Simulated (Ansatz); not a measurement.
# FH₄SbSi: a ladder of functionals and wavefunction methods

Aim: compute FH₄SbSi with functionals from several rungs and with coupled cluster. The yardstick is the atomisation energy at the CCSD(T) limit.

Computed with Ansatz 0.2.0, Gaussian basis. Level: functionals in def2-TZVPP, the program's frozen cores in correlated methods.

Levels to be run: LDA (SPW92), PBE-D4, revPBE-D4, BLYP-D4, r2SCAN-D4, B97M-V, PBE0-D4, B3LYP-D4, r2SCANh-D4, r2SCAN0-D4, HSE06-D4, BHLYP-D4, CAM-B3LYP-D4, LC-ωPBE, ωB97X-V, ωB97M-V, B2PLYP, PBE-QIDH; CCSD(T)/def2-SVP; CCSD(T)/def2-TZVPP; MP2/def2-QZVPP; extrapolation to the limit; RPA on PBE.

1 further run of the same task is left out (for a known fault of the program).

### Step 1. Structure used throughout

An earlier PBE0-D4 in a triple-zeta def2 set relaxation fixed the geometry. Sb takes the def2 core potential; no spin-orbit term is included.

SMILES `F[SiH2][SbH2]`, 7 atoms, charge 0, spin multiplicity 1.

Atoms are counted from 1 here; the program's logs count them from 0.

Bond lengths: F1–Si2 1.606 Å, Si2–Sb3 2.571 Å, Si2–H4 1.484 Å, Si2–H5 1.486 Å, Sb3–H6 1.708 Å, Sb3–H7 1.711 Å. Angles: F1–Si2–Sb3 108.7°, F1–Si2–H4 107.4°, F1–Si2–H5 107.7°, Sb3–Si2–H4 113.7°, Sb3–Si2–H5 109.6°, H4–Si2–H5 109.6°, Si2–Sb3–H6 91.0°, Si2–Sb3–H7 88.0°, H6–Sb3–H7 91.3°.

### Step 2. LDA

This LDA is Slater exchange with PW92 correlation.

Contents of in.yaml:

```yaml
crystal:
  periodic: [false, false, false]
  atoms:
    - {symbol: F, position_ang: [-2.129371, 0.590333, -0.111032]}
    - {symbol: Si, position_ang: [-0.742803, -0.101110, -0.534879]}
    - {symbol: Sb, position_ang: [1.167510, 1.012189, 0.776323]}
    - {symbol: H, position_ang: [-0.875350, -1.556077, -0.273883]}
    - {symbol: H, position_ang: [-0.549593, 0.128203, -1.990255]}
    - {symbol: H, position_ang: [0.945271, -0.069417, 2.079236]}
    - {symbol: H, position_ang: [2.245635, -0.072120, 0.008792]}
basis:
  gaussian: {orbitals: def2-TZVPP}
hamiltonian: {xc: lda}
output: {orbitals: {seedname: orbitals}}
```

On the command line:

```console
ansatz run in.yaml --threads 2 --pin off --events-out ev --progress --plain --max-ram 4352MiB
```

Further steps of the session: PBE-D4 (GGA); revPBE-D4 (GGA); BLYP-D4 (GGA); r2SCAN-D4 (meta-GGA); B97M-V (meta-GGA); PBE0-D4 (hybrid); B3LYP-D4 (hybrid); r2SCANh-D4 (hybrid); r2SCAN0-D4 (hybrid); HSE06-D4 (hybrid); BHLYP-D4 (hybrid); CAM-B3LYP-D4 (range-separated); LC-ωPBE (range-separated); ωB97X-V (range-separated); ωB97M-V (range-separated); B2PLYP (double hybrid); PBE-QIDH (double hybrid); CCSD(T) in def2-SVP; CCSD(T) in def2-TZVPP; MP2 in def2-QZVPP; RPA on PBE orbitals.

Q: Predict the results of all the runs planned. Wanted: atomisation energy, CCSD(T)/CBS; farthest beyond LDA; mean size of error, GGA; mean size of error, meta-GGA; mean size of error, hybrid; mean size of error, range-separated; mean size of error, double hybrid; gap, smallest and largest; T1 diagnostic.

**Answer**, as computed:

```
                               quantity                                                              value
        atomisation energy, CCSD(T)/CBS                                                          20.561 eV
    functionals within 0.206 eV (1.0 %)  PBE-D4, BLYP-D4, B97M-V, B3LYP-D4, CAM-B3LYP-D4, ωB97X-V, ωB97M-V
                    farthest beyond LDA                                               PBE-QIDH (-0.670 eV)
                mean size of error, GGA                                                           0.319 eV
           mean size of error, meta-GGA                                                           0.170 eV
             mean size of error, hybrid                                                           0.452 eV
    mean size of error, range-separated                                                           0.240 eV
      mean size of error, double hybrid                                                           0.559 eV
              gap, smallest and largest                          4.92 eV (LDA (SPW92)), 11.17 eV (LC-ωPBE)
                          T1 diagnostic                                                             0.0133
triples share of the correlation energy                                                              2.8 %
```

What this shows: LDA overbinds by 2.626 eV (13 %). PBE-D4 misses by -0.198 eV. Double hybrids carry the basis error of their MP2 part in triple zeta, and no dispersion term here, so their miss is partly the set-up's. Taken by rung, meta-GGA functionals do best (0.170 eV on average) and double hybrid ones worst beyond LDA (0.559 eV). The gap between the best rungs is small, so their order is not settled. Misses under about 0.206 eV are within the doubt on the reference itself, which lacks core-valence correlation, spin-orbit coupling and higher excitations, and its outer-core shells are covered unevenly. All levels share the lack of spin-orbit coupling, which lowers the free heavy atoms and so the true binding. Hartree-Fock recovers 70 % of the binding; the rest is correlation. CCSD(T) in def2-SVP is off by -2.128 eV, more than most functionals: a good method in a small basis is no reference. The gap grows from 4.9 to 11.2 eV across the functionals, mostly with the share of exact exchange. Correlated methods include outer-core shells of Sb, which these sets cover unevenly.
